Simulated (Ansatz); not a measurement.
# Rh: the cost of one run

Method: DFT PBEsol, scalar-relativistic, plane waves, PAW, in Ansatz 0.2.0.

5 further runs of the same task are left out: 3 that didn't finish, 2 set aside as unsound or not needed.

### Step 1. The starting structure

Symmetry: P6_3/mmc, No. 194, hexagonal system. The conventional cell has a = 2.675 Å, b = 2.675 Å, c = 8.727 Å, α = 90.00°, β = 90.00°, γ = 120.00°. Around Rh (site symmetry -3m) lie 12 Rh at 2.67 to 2.68 Å. Around Rh (site symmetry -6m2) lie 12 Rh at 2.67 to 2.68 Å.

Structure file:

```cif
data_structure
_symmetry_space_group_name_H-M 'P 1'
_symmetry_Int_Tables_number 1
_cell_length_a 2.6754
_cell_length_b 2.6754
_cell_length_c 8.7271
_cell_angle_alpha 90.000
_cell_angle_beta 90.000
_cell_angle_gamma 120.000
_cell_volume 54.10
loop_
_atom_site_label
_atom_site_type_symbol
_atom_site_fract_x
_atom_site_fract_y
_atom_site_fract_z
_atom_site_occupancy
Rh1 Rh 0.00000 0.00000 0.00000 1
Rh2 Rh 0.33333 0.66667 0.25000 1
Rh3 Rh 0.00000 0.00000 0.50000 1
Rh4 Rh 0.66667 0.33333 0.75000 1
```

It goes back to an entry of the Materials Project, which need not be the stable form.

This cell was relaxed beforehand with the same method: volume 13.52 Å³/atom, gap on the mesh none (metal).

The unstrained cell comes from an earlier run at this level (4 atoms, E(σ→0) -25354.9048 eV, gap none (metal)).

### Step 2. Strain -1.0 %

Contents of input.yaml:

```yaml
crystal:
  lattice:
    - [2.6486769216, 0.0, 0.0]
    - [-1.3243384608, 2.2938215005, 0.0]
    - [0.0, 0.0, 8.7795016123]
  atoms:
    - { symbol: Rh, position: [0.0, 0.0, 0.0] }
    - { symbol: Rh, position: [0.3333333333, 0.6666666667, 0.25] }
    - { symbol: Rh, position: [0.0, 0.0, 0.5] }
    - { symbol: Rh, position: [0.6666666667, 0.3333333333, 0.75] }
basis:
  ecutwfc: 420
kpoints:
  mp_grid: { grid: [24, 24, 6] }
hamiltonian:
  xc: pbesol
scf:
  occupations: { method: gaussian, width: 0.1 }
output:
  forces: true
  stress: true
  eigenvalues: true
  write_density: true
  write_potential: true
  elf: true
  volumetric_format: npy
relax:
  adjacent_minimum: "off"
  f_tol: 0.008
  max_steps: 40
  cell: { stress_tol: 0.015, fix: [a, b, gamma] }
```

Command:

```console
$ ansatz run input.yaml --threads 1 --pin off --max-ram 2560MiB --backend cpu --events-out ev --progress --plain --runs-dir out
```

What time and memory should one allow on 1 thread of Arm Neoverse V2, shared host?

About 82 s, with a peak of 0.61 GiB.
